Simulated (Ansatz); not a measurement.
# NbRu: how the settings move a relaxation

Aim: see which settings change the result for NbRu, by how much, and at what cost.

Method: reference: DFT, PBEsol, PAW with Ansatz's default frozen-core files, scalar-relativistic; relaxation of cell and atoms, in Ansatz 0.2.0.

## 1. The system as given

The structure is tetragonal, space group P4/mmm (No. 123). The conventional cell has a = 3.000 Å, b = 3.000 Å, c = 3.380 Å, α = 90.00°, β = 90.00°, γ = 90.00°. Around Nb (site symmetry 4/mmm) lie 8 Ru at 2.71 Å and 4 Nb at 3.00 Å. Around Ru (site symmetry 4/mmm) lie 8 Nb at 2.71 Å and 4 Ru at 3.00 Å.

As a file:

```cif
data_structure
_symmetry_space_group_name_H-M 'P4/mmm'
_symmetry_Int_Tables_number 123
_cell_length_a 3.0000
_cell_length_b 3.0000
_cell_length_c 3.3800
_cell_angle_alpha 90.000
_cell_angle_beta 90.000
_cell_angle_gamma 90.000
_cell_volume 30.42
loop_
_atom_site_label
_atom_site_type_symbol
_atom_site_symmetry_multiplicity
_atom_site_Wyckoff_symbol
_atom_site_fract_x
_atom_site_fract_y
_atom_site_fract_z
_atom_site_occupancy
Nb1 Nb 1 a 0.00000 0.00000 0.00000 1
Ru1 Ru 1 d 0.50000 0.50000 0.50000 1
```

## 2. The reference run

Contents of input.yaml:

```yaml
crystal:
  lattice:
    - [3.0, 0.0, 0.0]
    - [0.0, 3.0, 0.0]
    - [0.0, 0.0, 3.38]
  atoms:
    - { symbol: Nb, position: [0.0, 0.0, 0.0] }
    - { symbol: Ru, position: [0.5, 0.5, 0.5] }
kpoints:
  mp_grid: { grid: [16, 16, 14] }
scf:
  occupations: { method: fermi_dirac, width: 0.05 }
hamiltonian:
  xc: pbesol
  pseudopotentials: { kind: paw }
relax:
  f_tol: 0.002
  max_steps: 80
  cell: {}
output:
  forces: true
  stress: true
```

The run is started by

```bash
> ansatz run input.yaml --threads 1 --pin off --max-ram 2560MiB --backend cpu --events-out ev --progress --plain --runs-dir out
```

## 3. Changed: ecutwfc 29.4 Ry

Changes to input.yaml since step 2:

```diff
@@ -22 +22,7 @@
   stress: true
+  write_density: true
+  write_potential: true
+  elf: true
+  volumetric_format: npy
+basis:
+  ecutwfc: "29.4 Ry"
```

Before running it: what results should come out? Wanted: for each run, ending; energy change; pressure; gap; force.

As calculated:

| run | ending | energy change | pressure (GPa) | gap (eV) | force (eV/Å) | cycles | time |
| --- | --- | --- | --- | --- | --- | --- | --- |
| reference | converged | 0 | 0.0 | 0.00 | 0.00 | 34 | 58 s |
| 1: ecutwfc 29.4 Ry | converged | +0.3 meV/atom | 0.0 | 0.00 | 0.00 | 35 | 47 s |

Times don't compare one to one where runs were asked for different outputs or read a saved state (see the inputs); cycles may leave out searches for a lower state.

What this shows: Changing the cutoff leaves the energy as it was (+0.3 meV/atom). Run 1 ran under the cutoff that the potentials recommend, as the log warns, so basis error is mixed into its values.
